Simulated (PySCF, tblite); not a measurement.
# AlGe₂₅H₃₂−: electronic excitations, NMR shifts, part 2 of 2

tblite 0.8.0 and PySCF 2.14.0. Atoms count from 0. The steps go on from the part before.

## (5) NMR shifts: GIAO KT2/pcSseg-1

Job settings and geometry (Å):

```
{"job": {"kind": "nmr", "basis": "pcSseg-1", "pop": false, "xc": "KT2"}, "charge": -1, "multiplicity": 1}
Ge    -4.724153     0.000405     0.000610
Ge    -1.785251    -2.831660    -0.025367
Ge    -1.848951     0.020574    -2.674718
Ge    -1.848728    -0.020008     2.675615
Ge    -3.280875    -1.425830     1.293023
Ge    -1.786193     2.831322     0.026340
Ge    -3.281724     1.426182    -1.292239
Al     1.307165     0.000329    -0.000298
Ge     0.596706    -2.753349    -3.183083
Ge     3.447342    -0.004232    -3.535909
Ge     1.923126    -1.449514    -4.726069
Ge    -0.282948    -1.397480    -1.353030
Ge     0.467066     0.020522    -5.946835
Ge     0.467495    -0.020085     5.946359
Ge     0.887889    -2.743493     2.990478
Ge     3.448046     0.004753     3.535217
Ge     2.474768    -1.325255     1.735759
Ge    -0.513859    -4.115652     1.576555
Ge    -0.653586    -1.387151     4.306158
Ge     0.888338     2.742516    -2.991371
Ge     2.475053     1.325534    -1.735847
Ge    -0.654514     1.387558    -4.306914
Ge    -0.513594     4.116795    -1.576932
Ge     0.598117     2.753807     3.183106
Ge     1.924839     1.449166     4.726294
Ge    -0.283694     1.396441     1.353365
H     -5.701786    -0.776905    -0.880461
H     -5.701473     0.777859     0.881670
H     -2.642819    -3.810549    -0.854445
H     -2.789363    -0.903901    -3.482339
H     -2.788172     0.904014     3.483592
H     -4.130659    -2.311410     2.230327
H     -2.642879     3.812239     0.855087
H     -4.130509     2.312044    -2.229660
H      1.435708    -3.936320    -2.697074
H     -0.476047    -3.497161    -3.976463
H      4.612810    -0.857639    -3.027428
H      4.196256     0.831475    -4.575516
H      2.693810    -2.356290    -5.707203
H     -0.509222    -0.684413    -6.886803
H      1.232631     0.887713    -6.946863
H      1.232411    -0.885372     6.948568
H     -0.508678     0.685529     6.885831
H      1.602770    -3.704232     3.968604
H      4.197556    -0.830156     4.574464
H      4.613423     0.857947     3.027830
H      3.618615    -2.334743     1.474503
H     -1.459369    -4.944160     2.445159
H      0.270007    -5.240243     0.902293
H     -1.671361    -2.315305     5.001157
H      1.601137     3.704952    -3.969352
H      3.617683     2.336166    -1.475350
H     -1.672910     2.315882    -5.000742
H     -1.461200     4.945333    -2.445422
H      0.271285     5.241904    -0.901609
H      1.437416     3.937463     2.696887
H     -0.474391     3.498890     3.976702
H      2.694882     2.356731     5.707235
```

Level: GIAO KT2/pcSseg-1 NMR shielding, non-relativistic, gas phase.

What it wrote:

```text
start: PBE on a coarse grid of 251294 points
cycle   1  E = -52172.9472186082  dE = -1.344e+01  |g| = 4.917e+00  |ddm| = 1.003e+01
cycle   2  E = -52172.0850484096  dE =  8.622e-01  |g| = 5.573e+00  |ddm| = 5.569e+00
cycle   3  E = -52174.1992670798  dE = -2.114e+00  |g| = 5.271e-01  |ddm| = 3.868e+00
cycle   4  E = -52174.2062522997  dE = -6.985e-03  |g| = 4.043e-01  |ddm| = 1.433e+00
cycle   5  E = -52174.2660867513  dE = -5.983e-02  |g| = 9.405e-02  |ddm| = 7.767e-01
cycle   6  E = -52174.2688802899  dE = -2.794e-03  |g| = 2.529e-02  |ddm| = 1.868e-01
cycle   7  E = -52174.2690149843  dE = -1.347e-04  |g| = 1.198e-02  |ddm| = 5.467e-02
cycle   8  E = -52174.2690504265  dE = -3.544e-05  |g| = 3.757e-03  |ddm| = 2.309e-02
final grid: 467706 points
cycle   9  E = -52398.5573665680  dE =  2.217e-02  |g| = 2.168e+00  |ddm| = 2.047e+00
cycle  10  E = -52398.2967740262  dE =  2.606e-01  |g| = 2.776e+00  |ddm| = 2.714e+00
cycle  11  E = -52398.8212870364  dE = -5.245e-01  |g| = 2.903e-01  |ddm| = 1.881e+00
cycle  12  E = -52398.8428535824  dE = -2.157e-02  |g| = 1.398e-01  |ddm| = 6.531e-01
cycle  13  E = -52398.8487489965  dE = -5.895e-03  |g| = 4.662e-02  |ddm| = 2.691e-01
cycle  14  E = -52398.8494862098  dE = -7.372e-04  |g| = 1.197e-02  |ddm| = 9.222e-02
cycle  15  E = -52398.8495322386  dE = -4.603e-05  |g| = 3.836e-03  |ddm| = 2.447e-02
cycle  16  E = -52398.8495399927  dE = -7.754e-06  |g| = 1.038e-03  |ddm| = 6.746e-03
cycle  17  E = -52398.8495368476  dE =  3.145e-06  |g| = 5.846e-04  |ddm| = 2.523e-03
cycle  18  E = -52398.8495508022  dE = -1.395e-05  |g| = 2.533e-04  |ddm| = 1.328e-03
cycle  19  E = -52398.8495405365  dE =  1.027e-05  |g| = 4.965e-05  |ddm| = 4.308e-04
cycle  20  E = -52398.8495353029  dE =  5.234e-06  |g| = 3.168e-05  |ddm| = 1.358e-04
converged SCF energy = -52398.8495353029

GIAO shielding tensors (ppm)
atom      isotropic    diamagn.    paramagn.     s11        s22        s33       span
  0 Ge    1600.101    2759.517   -1159.417   1536.720   1580.729   1682.853    146.133
  1 Ge    1558.152    2757.904   -1199.752   1509.316   1536.707   1628.432    119.116
  2 Ge    1539.320    2757.146   -1217.826   1478.580   1527.256   1612.123    133.543
  3 Ge    1539.534    2757.151   -1217.618   1479.135   1527.455   1612.010    132.875
  4 Ge    1569.598    2759.240   -1189.642   1540.132   1559.234   1609.428     69.296
  5 Ge    1557.774    2757.911   -1200.137   1509.478   1535.683   1628.160    118.682
  6 Ge    1569.268    2759.269   -1190.000   1539.723   1559.084   1608.998     69.275
  7 Al     411.452     791.638    -380.187    405.347    410.498    418.509     13.162
  8 Ge    1600.990    2756.430   -1155.439   1515.982   1578.830   1708.158    192.176
  9 Ge    1624.232    2755.384   -1131.152   1567.337   1594.085   1711.275    143.938
 10 Ge    1619.441    2759.477   -1140.036   1565.507   1633.842   1658.974     93.467
 11 Ge    1620.456    2758.288   -1137.833   1557.731   1620.627   1683.009    125.278
 12 Ge    1600.029    2759.212   -1159.184   1546.016   1573.584   1680.486    134.470
 13 Ge    1600.090    2759.197   -1159.108   1545.505   1573.704   1681.060    135.555
 14 Ge    1575.310    2757.722   -1182.411   1534.466   1566.157   1625.308     90.842
 15 Ge    1624.497    2755.359   -1130.862   1567.500   1593.989   1712.002    144.502
 16 Ge    1682.139    2756.920   -1074.780   1643.253   1677.282   1725.883     82.630
 17 Ge    1613.853    2756.790   -1142.937   1562.574   1577.771   1701.216    138.642
 18 Ge    1567.166    2759.619   -1192.453   1547.401   1554.065   1600.032     52.631
 19 Ge    1575.109    2757.716   -1182.607   1534.299   1565.396   1625.631     91.332
 20 Ge    1682.348    2756.925   -1074.577   1643.538   1677.835   1725.671     82.133
 21 Ge    1566.836    2759.673   -1192.837   1547.215   1553.689   1599.604     52.389
 22 Ge    1612.919    2756.831   -1143.912   1561.615   1576.785   1700.356    138.741
 23 Ge    1600.590    2756.434   -1155.845   1515.645   1577.988   1708.136    192.491
 24 Ge    1619.397    2759.530   -1140.133   1565.560   1633.495   1659.135     93.575
 25 Ge    1620.311    2758.283   -1137.973   1557.853   1620.517   1682.562    124.709
 26 H       27.248      29.946      -2.699     20.260     20.922     40.561     20.302
 27 H       27.250      29.950      -2.701     20.260     20.923     40.566     20.306
 28 H       26.633      30.295      -3.662     19.780     21.003     39.116     19.336
 29 H       26.547      31.057      -4.510     19.877     22.497     37.266     17.389
 30 H       26.554      31.066      -4.512     19.876     22.497     37.289     17.412
 31 H       26.729      30.853      -4.123     18.821     21.418     39.949     21.127
 32 H       26.624      30.289      -3.665     19.775     20.999     39.098     19.323
 33 H       26.730      30.875      -4.145     18.822     21.417     39.951     21.129
 34 H       27.248      28.676      -1.428     19.019     23.508     39.219     20.200
 35 H       27.458      29.748      -2.291     20.212     22.894     39.267     19.055
 36 H       27.470      27.703      -0.232     20.186     22.155     40.069     19.883
 37 H       27.580      29.325      -1.746     20.454     21.357     40.928     20.475
 38 H       26.962      29.342      -2.380     19.107     19.590     42.190     23.084
 39 H       27.313      29.343      -2.031     20.116     21.093     40.729     20.613
 40 H       27.329      29.799      -2.471     20.302     20.900     40.784     20.482
 41 H       27.329      29.798      -2.469     20.304     20.890     40.793     20.489
 42 H       27.315      29.347      -2.032     20.118     21.099     40.729     20.611
 43 H       26.650      30.214      -3.564     18.905     20.862     40.182     21.277
 44 H       27.586      29.331      -1.745     20.454     21.360     40.944     20.490
 45 H       27.480      27.714      -0.234     20.193     22.155     40.090     19.897
 46 H       26.934      28.934      -2.000     20.018     21.460     39.325     19.307
 47 H       27.627      29.843      -2.216     20.688     21.384     40.809     20.122
 48 H       27.352      28.816      -1.464     19.885     21.967     40.203     20.318
 49 H       26.751      30.771      -4.020     18.698     22.000     39.554     20.856
 50 H       26.648      30.216      -3.568     18.901     20.866     40.177     21.276
 51 H       26.937      28.940      -2.003     20.022     21.456     39.332     19.310
 52 H       26.749      30.787      -4.038     18.699     21.999     39.548     20.850
 53 H       27.608      29.830      -2.223     20.690     21.375     40.759     20.069
 54 H       27.330      28.804      -1.474     19.880     21.962     40.149     20.269
 55 H       27.238      28.674      -1.437     19.020     23.499     39.195     20.175
 56 H       27.450      29.745      -2.295     20.212     22.888     39.250     19.038
 57 H       26.962      29.367      -2.405     19.104     19.591     42.192     23.087
```

Run time: 88 s. Hardware: 8 threads of Arm Neoverse V2, shared host; peak memory 5.5 GiB.

Shifts follow as δ = σ(reference) − σ, with reference shieldings (ppm) from runs at the same level and on the same kind of geometry: ¹H TMS 31.62. The references are single molecules in the gas phase. Atoms listed in one row are averaged.

```csv
atoms,environment,σ (ppm),δ (ppm)
"H29, H30",hydrogen on a germanium bonded to 3 Ge,26.55,5.07
"H28, H32",hydrogen on a germanium bonded to 3 Ge,26.63,4.99
"H43, H50",hydrogen on a germanium bonded to 3 Ge,26.65,4.97
"H31, H33",hydrogen on a germanium bonded to 3 Ge,26.73,4.89
"H49, H52",hydrogen on a germanium bonded to 3 Ge,26.75,4.87
"H46, H51","hydrogen on a germanium bonded to Al, 2 Ge",26.94,4.69
"H38, H57",hydrogen on a germanium bonded to 3 Ge,26.96,4.66
"H34, H55",hydrogen on a germanium bonded to 2 Ge,27.24,4.38
"H26, H27",hydrogen on a germanium bonded to 2 Ge,27.25,4.37
"H39, H42",hydrogen on a germanium bonded to 2 Ge,27.31,4.31
"H40, H41",hydrogen on a germanium bonded to 2 Ge,27.33,4.29
"H48, H54",hydrogen on a germanium bonded to 2 Ge,27.34,4.28
"H35, H56",hydrogen on a germanium bonded to 2 Ge,27.45,4.17
"H36, H45",hydrogen on a germanium bonded to 2 Ge,27.47,4.15
"H37, H44",hydrogen on a germanium bonded to 2 Ge,27.58,4.04
"H47, H53",hydrogen on a germanium bonded to 2 Ge,27.62,4.01
"Ge2, Ge3","germanium bonded to 3 Ge, H",1539,–
"Ge1, Ge5","germanium bonded to 3 Ge, H",1558,–
"Ge18, Ge21","germanium bonded to 3 Ge, H",1567,–
"Ge4, Ge6","germanium bonded to 3 Ge, H",1569,–
"Ge14, Ge19","germanium bonded to 3 Ge, H",1575,–
"Ge12, Ge13","germanium bonded to 2 Ge, 2 H",1600,–
Ge0,"germanium bonded to 2 Ge, 2 H",1600,–
"Ge8, Ge23","germanium bonded to 2 Ge, 2 H",1601,–
"Ge17, Ge22","germanium bonded to 2 Ge, 2 H",1613,–
"Ge10, Ge24","germanium bonded to 3 Ge, H",1619,–
"Ge11, Ge25","germanium bonded to Al, 3 Ge",1620,–
"Ge9, Ge15","germanium bonded to 2 Ge, 2 H",1624,–
"Ge16, Ge20","germanium bonded to Al, 2 Ge, H",1682,–
Al7,aluminium bonded to 4 Ge,411.5,–
```

Ring of atoms Ge0, Ge1, Ge2, Ge4, Ge6, Ge11: NICS(0) -1.1, NICS(1) -0.7, NICS(1)zz 5.8 ppm (means of both faces).

Ring of atoms Ge1, Ge3, Ge4, Al7, Ge11, Ge25: NICS(0) -0.7, NICS(1) -0.3, NICS(1)zz 1.1 ppm (means of both faces).

Ring of atoms Ge1, Ge3, Ge4, Ge14, Ge17, Ge18: NICS(0) -1.3, NICS(1) -0.9, NICS(1)zz 6.2 ppm (means of both faces).

## (6) Results

The summary covers parts 1 to 2.

| quantity | value |
| --- | --- |
| strongest single infrared mode (GFN2-xTB) | 608 cm⁻¹, 2102 km/mol |
| zero-point energy (GFN2-xTB) | 141.5 kcal/mol |
| lowest singlet (PBE/def2-SVP) | 3.79 eV (328 nm), f = 0.000 |
| brightest single state of those computed | state 3, 3.82 eV, f = 0.012 |
| lowest triplet | 3.64 eV |
| ¹H shifts against TMS (KT2/pcSseg-1, means over atoms taken as alike) | 5.07, 4.99, 4.97, 4.89, 4.87, 4.69, 4.66, 4.38, 4.37, 4.31, 4.29, 4.28, 4.17, 4.15 ppm and more |
| shieldings of Ge (KT2/pcSseg-1, a mean where the table joins atoms) | Ge2 1539.4, Ge1 1558.0, Ge18 1567.0, Ge4 1569.4, Ge14 1575.2, Ge12 1600.1, Ge0 1600.1, Ge8 1600.8 ppm and more |

**Reading.** All 168 modes are real, so the xTB geometry is a minimum. The strongest single mode, at 608 cm⁻¹, has its largest shares on H36, H45 and H37 (the list is cut at 3 atoms). Unscaled tight-binding wavenumbers are off by several per cent, some by more. Its intensities can rank the bands wrongly. The first singlet state (HOMO→LUMO 0.98) lies at 3.79 eV and is dark; of the 6 states computed, the strongest absorption comes from states 2 to 3 together at 3.82 eV. The lowest triplet lies 0.15 eV below the lowest singlet (triplets in Tamm-Dancoff, singlets in full TDDFT). The lowest singlet lies above −ε(HOMO); no detachment energy was computed, so the anion's states may not be bound. At KT2/pcSseg-1: Shielding is most anisotropic at Ge8, Ge23 (span 192 ppm, paramagnetic term -1156 ppm).
